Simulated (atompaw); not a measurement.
**A PAW (atompaw) potential for platinum, from input to tests**

Do these settings give a usable potential? It is generated, then checked for scattering, ghosts and hardness.

The numbers are computed with atompaw 4.2.0.5 (PBEsol, scalar-relativistic, spin-unpolarised reference atom).

## (1) Settings

The settings as typed:

```json
{"element": "platinum (Pt, Z = 78)", "type": "PAW", "frozen core": "[Xe] 4f14", "valence charge": "10", "reference configuration": "5d9 6s0 6p0 (charge +1)", "partial waves": "6s (bound, empty): rc 2.95 bohr; 6s channel at 0.55 Ry: rc 2.95 bohr; 6p (bound, empty): rc 2.95 bohr; 6p channel at 2.96 Ry: rc 2.95 bohr; 5d (bound): rc 1.75 bohr; 5d channel at 3.15 Ry: rc 1.75 bohr", "local potential": "vpsmatchnc scheme with l = 3 at 0 Ry, radius 2.75 bohr", "core correction": "smooth core density matched at 2.70 bohr", "augmentation charge": "besselshape compensation charge, radius 2.45 bohr; PAW radius 2.95 bohr; waves and projectors: custom polynom2 7 10 vanderbiltortho"}
```

An earlier all-electron run gives the scale for the radii.

All-electron outer shells of the reference configuration (PBEsol, scalar-relativistic, ld1.x):

```
shell  level (eV)  outermost node (bohr)  outermost maximum (bohr)
   4f      -78.33                      –                      0.38
   5p      -64.33                   0.53                      0.98
   5d      -14.33                   0.57                      1.26
   6s      -12.89                   1.14                      2.30
   6p       -6.56                   1.35                      3.06
```

## (2) The generation run

Contents of Pt.input:

```
Pt 78
GGA-PBESOL scalarrelativistic loggrid 2001 logderivrange -3 5 201
6 6 5 4 0 0
6 0 0
6 1 0
5 2 9
0 0 0
c
c
c
c
c
v
c
c
c
c
v
c
c
v
c
2
2.95 2.45 2.75 2.70
y
0.55
n
y
2.96
n
y
3.15
n
custom polynom2 7 10 vanderbiltortho besselshape
3 0 vpsmatchnc
2.95
2.95
2.95
2.95
1.75
1.75
PWSCFOUT
UPFDX 0.0125d0 UPFXMIN -7.d0 UPFZMESH 78.d0
END
```

Command:

```console
$ atompaw < Pt.input > Pt.log
```

What does the calculation give? Wanted: cutoffs for 10 and 1 mRy, occupied levels; bound ghosts; largest phase difference near zero energy, channels read; lowest eigenvalue of the overlap; share of valence orbitals outside the PAW sphere; UPF file.

As calculated:

```
                                                quantity                     value
               cutoffs for 10 and 1 mRy, occupied levels          30 Ry and 180 Ry
                                            bound ghosts            s at -21.07 eV
largest phase difference near zero energy, channels read                 0.008 rad
         lowest eigenvalue of the overlap (Bessel basis)                 0.838 (p)
        share of valence orbitals outside the PAW sphere  6s 34 %, 6p 68 %, 5d 5 %
                                                UPF file                   written
```

In words: It has a bound ghost (s), a state that the atom doesn't have, and that rules the file out. The potential is soft on the atom at that tolerance: the looser tolerance needs 30 Ry. The tighter tolerance needs 180 Ry, and converged work needs a cutoff nearer that. Near zero energy the phases of the channels with partial waves agree within 0.008 rad. The pseudo curves have a pole with no partner nearby in the atom's: s at -1.55 Ry. These are tests on the free atom; a crystal test is still owed.
